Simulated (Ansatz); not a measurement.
# CH7BFGeN: up Jacob's ladder to CCSD(T)

Aim: compute CH7BFGeN with functionals from several rungs and with coupled cluster, and see how far each lands from CCSD(T) at the basis-set limit for the atomisation energy.

Program: Ansatz 0.2.0, Gaussian basis. Level of theory: functionals in def2-TZVPP, the program's frozen cores in correlated methods. These are calculated values, not measurements.

Levels to be run: LDA (SPW92), PBE-D4, revPBE-D4, BLYP-D4, r2SCAN-D4, B97M-V, PBE0-D4, B3LYP-D4, r2SCANh-D4, r2SCAN0-D4, HSE06-D4, BHLYP-D4, CAM-B3LYP-D4, LC-ωPBE, ωB97X-V, ωB97M-V, B2PLYP, PBE-QIDH; CCSD(T)/def2-SVP; CCSD(T)/def2-TZVPP; MP2/def2-QZVPP; extrapolation to the limit; RPA on PBE.

### Step 1. Structure used throughout

An earlier PBE0-D4 in a triple-zeta def2 set relaxation fixed the geometry.

12 atoms, charge 0, spin multiplicity 1.

Atoms are counted from 1 here; the program's logs count them from 0.

Bond lengths: C1–N2 1.452 Å, C1–H6 1.091 Å, C1–H7 1.095 Å, C1–H8 1.095 Å, N2–Ge3 1.862 Å, N2–B4 1.393 Å, Ge3–H9 1.527 Å, Ge3–H10 1.539 Å, Ge3–H11 1.539 Å, B4–F5 1.341 Å, B4–H12 1.199 Å. Angles: N2–C1–H6 110.0°, N2–C1–H7 111.5°, N2–C1–H8 111.5°, H6–C1–H7 108.0°, H6–C1–H8 108.0°, H7–C1–H8 107.8°, C1–N2–Ge3 115.4°, C1–N2–B4 120.9°, Ge3–N2–B4 123.7°, N2–Ge3–H9 109.5°, N2–Ge3–H10 107.2°, N2–Ge3–H11 107.2°, H9–Ge3–H10 111.8°, H9–Ge3–H11 111.8°, H10–Ge3–H11 109.1°, N2–B4–F5 120.3°, N2–B4–H12 121.7°, F5–B4–H12 118.1°.

### Step 2. LDA

This LDA is Slater exchange with PW92 correlation.

Contents of in.yaml:

```yaml
crystal:
  periodic: [false, false, false]
  atoms:
    - {symbol: C, position_ang: [-1.010363, -0.267220, 1.005929]}
    - {symbol: N, position_ang: [-0.209691, 0.103873, -0.147635]}
    - {symbol: Ge, position_ang: [1.605113, -0.292987, -0.021299]}
    - {symbol: B, position_ang: [-0.793331, 0.713721, -1.256186]}
    - {symbol: F, position_ang: [-0.042818, 1.050794, -2.314956]}
    - {symbol: H, position_ang: [-2.054197, 0.004174, 0.838712]}
    - {symbol: H, position_ang: [-0.668862, 0.244213, 1.912259]}
    - {symbol: H, position_ang: [-0.967144, -1.345381, 1.193855]}
    - {symbol: H, position_ang: [2.315873, 0.154552, -1.296175]}
    - {symbol: H, position_ang: [1.725278, -1.811409, 0.196852]}
    - {symbol: H, position_ang: [2.144967, 0.437697, 1.220606]}
    - {symbol: H, position_ang: [-1.967725, 0.952771, -1.297964]}
basis:
  gaussian: {orbitals: def2-TZVPP}
hamiltonian: {xc: lda}
output: {orbitals: {seedname: orbitals}}
```

Started as:

```console
$ ansatz run in.yaml --threads 4 --pin off --events-out ev --progress --plain --max-ram 10444MiB
```

The runs that follow: PBE-D4 (GGA); revPBE-D4 (GGA); BLYP-D4 (GGA); r2SCAN-D4 (meta-GGA); B97M-V (meta-GGA); PBE0-D4 (hybrid); B3LYP-D4 (hybrid); r2SCANh-D4 (hybrid); r2SCAN0-D4 (hybrid); HSE06-D4 (hybrid); BHLYP-D4 (hybrid); CAM-B3LYP-D4 (range-separated); LC-ωPBE (range-separated); ωB97X-V (range-separated); ωB97M-V (range-separated); B2PLYP (double hybrid); PBE-QIDH (double hybrid); CCSD(T) in def2-SVP; CCSD(T) in def2-TZVPP; MP2 in def2-QZVPP; RPA on PBE orbitals.

Before running them: what should the planned runs give, taken together? Wanted: atomisation energy, CCSD(T)/CBS; farthest beyond LDA; mean size of error, GGA; mean size of error, meta-GGA; mean size of error, hybrid; mean size of error, range-separated; mean size of error, double hybrid; gap, smallest and largest; T1 diagnostic.

The runs gave:

```
                               quantity                                                                                                                           value
        atomisation energy, CCSD(T)/CBS                                                                                                                   4312.9 kJ/mol
 functionals within 43.1 kJ/mol (1.0 %)  BLYP-D4, r2SCAN-D4, B97M-V, PBE0-D4, B3LYP-D4, r2SCANh-D4, HSE06-D4, CAM-B3LYP-D4, LC-ωPBE, ωB97X-V, ωB97M-V, B2PLYP, PBE-QIDH
                    farthest beyond LDA                                                                                                         BHLYP-D4 (-98.9 kJ/mol)
                mean size of error, GGA                                                                                                                     37.7 kJ/mol
           mean size of error, meta-GGA                                                                                                                     14.4 kJ/mol
             mean size of error, hybrid                                                                                                                     32.0 kJ/mol
    mean size of error, range-separated                                                                                                                     18.5 kJ/mol
      mean size of error, double hybrid                                                                                                                     32.4 kJ/mol
              gap, smallest and largest                                                                                       5.90 eV (LDA (SPW92)), 13.03 eV (LC-ωPBE)
                          T1 diagnostic                                                                                                                          0.0121
triples share of the correlation energy                                                                                                                           3.4 %
```

In words: LDA overbinds by 602.3 kJ/mol (14 %). PBE-D4 misses by +56.1 kJ/mol. Double hybrids carry the basis error of their MP2 part in triple zeta, and no dispersion term here, so their miss is partly the set-up's. The rungs meta-GGA, range-separated, hybrid, double hybrid, GGA miss on average by less than the doubt on the reference (43.1 kJ/mol), so they tie. Misses under about 43.1 kJ/mol are within the doubt on the reference itself, which lacks core-valence correlation, relativity and higher excitations, and its outer-core shells are covered unevenly. Hartree-Fock recovers 74 % of the binding; the rest is correlation. CCSD(T) in def2-SVP is off by -209.6 kJ/mol, so the small basis spoils what the method gains. Orbital gaps span 5.9 to 13.0 eV; exact exchange widens them. Correlated methods include outer-core shells of Ge, which these sets cover unevenly.
